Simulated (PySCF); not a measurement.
# C7H9NO: the cost of one run

Programs: PySCF 2.14.0, with density-fitted response routines of our own. Each step states its level of theory. These are calculated values for one molecule in the gas phase, unless marked as measured. Atoms are numbered from 0 throughout.

### Step 1. The starting structure

18 atoms, charge 0, multiplicity 1; geometry from: GFN2-xTB.

Bonds of the start (Å): C0–C1 1.49, C1–C2 1.39, C2–C3 1.39, C3–C4 1.39, C4–C5 1.43, C5–O6 1.22, C4–N7 1.38, N7–C8 1.44, N7–C1 1.35, C0–H9 1.10, C0–H10 1.08, C0–H11 1.09, C2–H12 1.07, C3–H13 1.07, C5–H14 1.11, C8–H15 1.09, C8–H16 1.09, C8–H17 1.09.

### Step 2. Optimising the geometry at PBE0-D3(BJ)/def2-SVP

Job settings and geometry (Å):

```
{"job": {"xc": "PBE0", "basis": "def2-SVP", "d3": "d3bj", "grid": 1, "kind": "geom"}, "charge": 0, "multiplicity": 1}
C     -2.791010    -0.361520    -0.172650
C     -1.429320     0.216010    -0.326130
C     -1.066370     1.386590    -0.976720
C      0.312480     1.516480    -0.865150
C      0.775610     0.418630    -0.144020
C      2.125670     0.116700     0.220990
O      2.518410    -0.842990     0.854770
N     -0.316330    -0.359940     0.172180
C     -0.238600    -1.584420     0.919100
H     -2.848490    -1.358140    -0.633020
H     -3.065880    -0.452150     0.868950
H     -3.513090     0.283170    -0.665450
H     -1.740440     2.057830    -1.471610
H      0.920790     2.308220    -1.254990
H      2.838880     0.881490    -0.145850
H      0.410670    -2.295500     0.408880
H      0.194270    -1.393640     1.903990
H     -1.230500    -2.012950     1.039860
```

**Question.** How long does this first job take on 8 threads of Intel Xeon at 2.50GHz (Skylake/Cascade Lake), shared host?

About 4.2 min.
